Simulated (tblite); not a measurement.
# C5H10SSi: the cost of one run

Computed with tblite 0.8.0 and PySCF 2.14.0, with density-fitted response routines of our own, on a single molecule in the gas phase. Atoms are numbered from 0 throughout.

**1. The starting structure**

17 atoms, charge 0, multiplicity 1; geometry from: force field or distance geometry start.

Bonds of the start (Å): C0–C1 1.31, C1–Si2 1.86, Si2–C3 1.86, C3–C4 1.33, C4–S5 1.80, S5–C6 1.82, C0–H7 1.08, C0–H8 1.10, C1–H9 1.10, Si2–H10 1.46, Si2–H11 1.47, C3–H12 1.08, C4–H13 1.09, C6–H14 1.11, C6–H15 1.12, C6–H16 1.09.

**2. Geometry optimisation with GFN2-xTB**

What the job is given:

```
{"job": {"kind": "relax", "xc": "GFN2-xTB", "basis": "xTB"}, "charge": 0, "multiplicity": 1}
C     -3.633100    -0.351200    -0.307200
C     -2.678900    -0.552200     0.572600
Si    -0.879500    -0.658800     0.116100
C     -0.181300     1.045100     0.406900
C      1.132600     1.084800     0.617800
S      2.016900    -0.486300     0.549200
C      3.640200    -0.136400    -0.200300
H     -3.455300    -0.215800    -1.364800
H     -4.656300    -0.311400     0.081600
H     -2.935100    -0.676800     1.635000
H     -0.263800    -1.634600     1.018200
H     -0.730500    -0.992600    -1.303300
H     -0.814800     1.921300     0.439600
H      1.655300     2.028000     0.793900
H      3.480900    -0.191700    -1.299800
H      3.864600     0.939200     0.021200
H      4.431100    -0.798700     0.161900
```

Launch:

```
> OMP_NUM_THREADS=1 python probes_run.py task.json out
```

The driver reads the jobs from task.json and runs them one after another.

**Question.** How long does this first job take on 1 thread of Arm Neoverse N1, shared host?

About 2.2 s.
